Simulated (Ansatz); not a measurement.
# HfB (Fm-3m) in Ansatz: further runs, part 2 of 2

Ansatz 0.2.0. Earlier steps stand in the parts before.

### Step 3. Relaxation of cell and atoms, PBEsol, target pressure 10 GPa, at which the enthalpy is minimised

input.yaml reads:

```yaml
crystal:
  lattice:
    - [0.0, 2.31, 2.31]
    - [2.31, 0.0, 2.31]
    - [2.31, 2.31, 0.0]
  atoms:
    - { symbol: Hf, position: [0.5, 0.5, 0.5] }
    - { symbol: B, position: [0.0, 0.0, 0.0] }
hamiltonian:
  xc: pbesol
  pseudopotentials: { kind: paw }
kpoints:
  mp_grid: { grid: [10, 10, 10] }
scf:
  occupations: { method: fermi_dirac, width: 0.05 }
output:
  forces: true
  stress: true
  eigenvalues: true
relax:
  f_tol: 0.01
  max_steps: 40
  cell: { stress_tol: 0.05, p_target: 10.0 }
```

Potentials or basis: Ansatz PAW.

Started as:

```console
$ ansatz run input.yaml --threads 2 --pin off --max-ram 5632MiB --backend cpu --events-out ev --progress --plain --runs-dir out
```

Output:

```text
Warning: RAYON_NUM_THREADS=2 ignored (pool sized by the plan → 2); use --threads N
Engine: ansatz 0.2.0, aarch64-unknown-linux-gnu
Pseudopotentials: kind: paw
Pseudopotential: Hf, paw, valence charge 26, recommended cutoff 420 eV (normal), Hf.paw.azcp
Pseudopotential: B, paw, valence charge 3, recommended cutoff 420 eV (normal), B.paw.azcp
Functional definition: PBEsol
  exchange = pbesol_x
  correlation = pbesol_c
Crystal: 2 atoms, lattice volume = 24.653 Å³
Basis set: ecut = 420 eV, 531 PW (Γ), exchange–correlation on 48×48×48 points (8 copies of the dense FFT grid, shifted against one another)
Bands: 19, of which v1, the nominal top of the filled ones, is band 15 counted from 1 (14 counted from 0)
Symmetry: 48 space group operations
Space group: Fm-3m (ITA 225), of the structure as read, at distance tolerance 2.9e-5 Å
k-points: 47 of 1000
Non-local potential: Hf, projectors of the file, l = 0: 3, l = 1: 2, l = 2: 2, l = 3: 3
Non-local potential: B, projectors of the file, l = 0: 2, l = 1: 2, l = 2: 1
PAW form: soft (Blöchl's): semilocal exchange-correlation on the pseudo side does not see the compensation charge
PAW frozen core: Hf, regenerated for the run's functional, and the local potential with it (the file was generated under x = pbe(κ = 0.804, μ = 0.2195149727645171), c = pbe(β = 0.06672455060314922))
PAW frozen core: B, regenerated for the run's functional, and the local potential with it (the file was generated under x = pbe(κ = 0.804, μ = 0.2195149727645171), c = pbe(β = 0.06672455060314922))
PAW one-centre angular grid: Hf, 590 points (default); XC on 64 Gauss nodes
PAW one-centre angular grid: B, 110 points (default); XC on 64 Gauss nodes
Initial density: superposition of atomic densities (neutral atoms: chi_scale 0, normalization atom), corrected by the library's trained network
Initial wavefunctions: pseudopotential atomic-orbital guess
Functional: x = pbesol(κ = 0.804, μ = 0.12345679012345678), c = pbesol(β = 0.046)
SCF iter   1: F=—  HF=-15751.378622 eV  |F-HF|=—  |Δ(HF+E_count)|=         —  Δρ=7.01e-3  dr2=1.53e-2  ethr=1.77e-3  ⟨swp⟩=5.3  Hψ=3762  notcnv=0
preconditioner: auto → Kerker (q_TF=auto, 2.803 Å⁻¹)  [metal: Δε(μ)=0.090 eV  Ē_g=18.071 eV  σ=0.050 eV  W_gap=0.42  n_scr=14 (ndim 8)  ℏωp=38.9 eV  f_vac=0.000  D(μ)=1.13/eV (n_scr^D=14)]
SCF iter   2: F=—  HF=-15751.375124 eV  |F-HF|=—  |Δ(HF+E_count)|=   3.50e-3  Δρ=3.85e-3  dr2=4.52e-3  ethr=5.29e-5  ⟨swp⟩=1.6  Hψ=1351  notcnv=0  defer=3
SCF iter   3: F=—  HF=-15751.373863 eV  |F-HF|=—  |Δ(HF+E_count)|=   1.26e-3  Δρ=5.35e-4  dr2=5.77e-5  ethr=1.56e-5  ⟨swp⟩=2.0  Hψ=1089  notcnv=0  defer=5
[... 70 lines left out ...]
basis re-selected at this cell: Δ(F+E_penalty+E_count) = -4.729e-11 eV, ΔP = +0.000 GPa vs the last step (what re-selecting the basis moved, of the pressure what is left beyond the Pulay correction that the steps carried, after the strain that the cell walked since its last selection, with what the two solves' SCF thresholds leave and, on support functions, any second-order correction that the steps lacked; it is no measure of the basis error at this ecutwfc). This SCF's stress stands 1.61e-4 GPa from its target on what of the cell is left free (relax.cell.stress_tol is 5.00e-2 GPa) and its largest allowed force component is 1.30e-29 eV/Å (relax.f_tol is 1.00e-2 eV/Å): within both
SCF converged after 4 iterations
Free energy (F): -15751.517817 eV
Harris-Foulkes:  -15751.517817 eV  (|F-HF|=7.28e-12)
Internal energy: -15751.505010 eV  (E = F + TS)
E sigma→0 (E₀):  -15751.511413 eV
Entropy (-TS):   -0.012807 eV (-6.403 meV/atom)
Fermi energy:    18.371162 eV
--- Per-component energies (eV) ---
  E_band       = 79.769791
  E_kinetic    = 474.575662
  E_local      = -5167.994839  (includes V_loc(G=0)·N_el)
  E_nonlocal   = -1224.834471
  E_hartree    = 2444.880718
  E_xc         = -331.037458
  E_vxc        = -305.874476  (∫ρ·V_xc dr)
  E_paw        = -6883.979961  (= ΣΔE_a)
  E_vpaw       = 1414.136378  (= ΣTr[D̂ρ^β])
  E_aug_tail   = -0.000005  (compensation charges beyond the density's cutoff)
  E_ewald      = -5064.380459
  E_core_change = 1.265803  (= ΣΔE_core)
  E_smearing   = -0.012807  (= −TS)
  E_closure    = -0.000000  (closes the sum)
  Σ components = -15751.517817   (vs F -15751.517817, Δ=0.00e0)
--- Forces (eV/Å), atoms counted from 1 ---
  atom   1  Hf     0.00000000    -0.00000000     0.00000000
  atom   2  B     -0.00000000    -0.00000000    -0.00000000
  max |Σ_I F_I| component: 2.45e-29 eV/Å
--- Stress (GPa, compression-positive) ---
       10.000161      -0.000000      -0.000000
       -0.000000      10.000161      -0.000000
       -0.000000      -0.000000      10.000161
  P = ⅓ Tr σ = 10.0002 GPa (100.002 kbar)
--- Band table (eV; the first three rows and the last of 47) ---
  k-point 0: bands = ["-41.6979", "-10.2150", "-10.2150", "-10.2150", "8.2985", "8.3046", "8.3046", "8.3046", "8.3781", "8.3781", "8.3781", "9.0103", "20.4626", "20.4626", "20.4626", "22.2812", "22.2812", "22.2812", "22.3454"]
  k-point 1: bands = ["-41.6946", "-10.2753", "-10.2213", "-10.2213", "8.3005", "8.3034", "8.3096", "8.3096", "8.3730", "8.3730", "8.3783", "9.2807", "19.6242", "20.1470", "20.1470", "21.1794", "21.1794", "22.6722", "24.3006"]
  k-point 2: bands = ["-41.6859", "-10.4297", "-10.2378", "-10.2378", "8.2949", "8.3132", "8.3226", "8.3226", "8.3605", "8.3605", "8.3788", "10.0409", "18.1594", "18.9342", "18.9342", "21.7050", "21.7050", "23.1145", "26.5419"]
  k-point 46: bands = ["-41.6514", "-10.6475", "-10.5450", "-10.4323", "8.3263", "8.3292", "8.3298", "8.3414", "8.3521", "8.3525", "8.3527", "12.7126", "17.0398", "17.0734", "17.4156", "22.7719", "24.4166", "25.7417", "25.7636"]
--- Relaxed structure (5 steps of the walk, 5 accepted, 2 SCFs on fresh bases) ---
  F+E_penalty+E_count = -15751.51781676 eV   max|allowed force component| = 1.302e-29 eV/Å   (the final SCF, on the basis selected at the relaxed cell)
  cell:  # Å, volume = 26.0650 Å³
    - [2.0381488131582354e-34, 2.3532928728267746, 2.3532928728267746]
    - [2.3532928728267746, 7.133520846053826e-34, 2.3532928728267746]
    - [2.3532928728267746, 2.3532928728267746, 1.1209818472370297e-33]
  atoms:
    - { symbol: Hf, position: [0.5, 0.5, 0.5] }
    - { symbol: B, position: [-4.342374513677156e-36, 6.947799222011784e-36, 3.473899610898617e-36] }
```

Wall time 6.5 s (2 threads of Arm Neoverse V1, shared host); peak memory 0.31 GiB.

Results:

```
Free energy                                            : -15751.5178 eV
Relaxed volume                                         : 13.03 Å³/atom
Relaxed cell                                           : a = 3.328 Å, b = 3.328 Å, c = 3.328 Å, α = 60.00°, β = 60.00°, γ = 60.00°
Space group after relaxing (to 0.05 Å)                 : Fm-3m (No. 225)
Energy change on relaxing (the enthalpy is what falls) : -72.0 meV/atom
Ionic steps                                            : 7
Pressure after relaxing                                : 10.0 GPa
Band gap on the k mesh                                 : none (metal or under the smearing width)
```

Step by step:
```tsv
step	energy change (eV)	largest force (eV/Å)	volume (Å³)
1	0.0000	0.0000	24.65
2	-0.1785	0.0000	26.98
3	-0.1464	0.0000	26.13
4	-0.1423	0.0000	26.06
5	-0.1436	0.0000	26.06
6	-0.1440	0.0000	26.07
7	-0.1440	0.0000	26.07
```

Final structure:
```yaml
crystal:
  lattice:
    - [0.00000, 2.35329, 2.35329]
    - [2.35329, 0.00000, 2.35329]
    - [2.35329, 2.35329, 0.00000]
  atoms:
    - { symbol: Hf, position: [0.50000, 0.50000, 0.50000] }
    - { symbol: B, position: [0.00000, 0.00000, 0.00000] }
```

Caveat: the plane-wave basis is chosen anew once the cell has moved, so the energies of steps on either side of that aren't comparable; the PAW data sets come from PBE, with cores solved anew for the run's functional, which leaves a small shift of forces and pressure.

### Step 4. Relaxation of cell and atoms, PBEsol, target pressure 20 GPa, at which the enthalpy is minimised

Changes to input.yaml since step 3:

```diff
@@ -22,2 +22,2 @@
   max_steps: 40
-  cell: { stress_tol: 0.05, p_target: 10.0 }
+  cell: { stress_tol: 0.05, p_target: 20.0 }
```

Started as:

```console
$ ansatz run input.yaml --threads 2 --pin off --max-ram 5632MiB --backend cpu --events-out ev --progress --plain --runs-dir out
```

It took 4 s on 2 threads of Arm Neoverse V1, shared host; peak memory 0.31 GiB.

The run converged. Its results:

```
Free energy                                            : -15751.4164 eV
Relaxed volume                                         : 12.48 Å³/atom
Relaxed cell                                           : a = 3.281 Å, b = 3.281 Å, c = 3.281 Å, α = 60.00°, β = 60.00°, γ = 60.00°
Space group after relaxing (to 0.05 Å)                 : Fm-3m (No. 225)
Energy change on relaxing (the enthalpy is what falls) : -21.3 meV/atom
Ionic steps                                            : 4
Pressure after relaxing                                : 20.0 GPa
Band gap on the k mesh                                 : none (metal or under the smearing width)
```

The path:
```csv
step,energy change (eV),largest force (eV/Å),volume (Å³)
1,0.0000,0.0000,24.65
2,-0.0702,0.0000,25.21
3,-0.0423,0.0000,24.97
4,-0.0426,0.0000,24.97
```

Final structure:
```
Hf B
1.0
     0.00000    2.31984    2.31984
     2.31984    0.00000    2.31984
     2.31984    2.31984    0.00000
Hf B
1 1
Direct
  0.50000 0.50000 0.50000
  0.00000 0.00000 0.00000
```

Levels at points of the mesh, in eV from the Fermi level:
```
             k point  band 12  band 13  band 14  band 15  band 16  band 17  band 18  band 19
  (0.00, 0.00, 0.00)    -9.50     2.13     2.13     2.13     4.04     4.04     4.04     4.13
 (0.00, 0.00, -0.50)    -4.99    -3.99    -1.36    -1.36     6.39     6.39     7.43     8.44
(0.00, -0.50, -0.50)    -6.66    -1.11    -0.93     2.41     2.41     6.12     7.73     7.73
```

Caveat: the plane-wave basis is chosen anew once the cell has moved, so the energies of steps on either side of that aren't comparable; the PAW data sets come from PBE, with cores solved anew for the run's functional, which leaves a small shift of forces and pressure. Spin-orbit coupling is left out, which matters for the levels of Hf.

### Step 5. The runs side by side

```csv
cell,target pressure (GPa),gap on the mesh (eV),pressure (GPa)
relaxed to 5 GPa,5,none,5.0
relaxed to 10 GPa,10,none,10.0
relaxed to 20 GPa,20,none,20.0
```

Alike in all rows: task relaxation of cell and atoms; level PBEsol; potentials or basis Ansatz PAW; no spin polarisation; k mesh 10 × 10 × 10; cutoff (eV) 420; smearing fermi-dirac 0.05 eV.

Caveats: the plane-wave basis is chosen anew once the cell has moved, so the energies of steps on either side of that aren't comparable; the PAW data sets come from PBE, with cores solved anew for the run's functional, which leaves a small shift of forces and pressure.

Absolute energies hang on the potentials; compare differences alone.
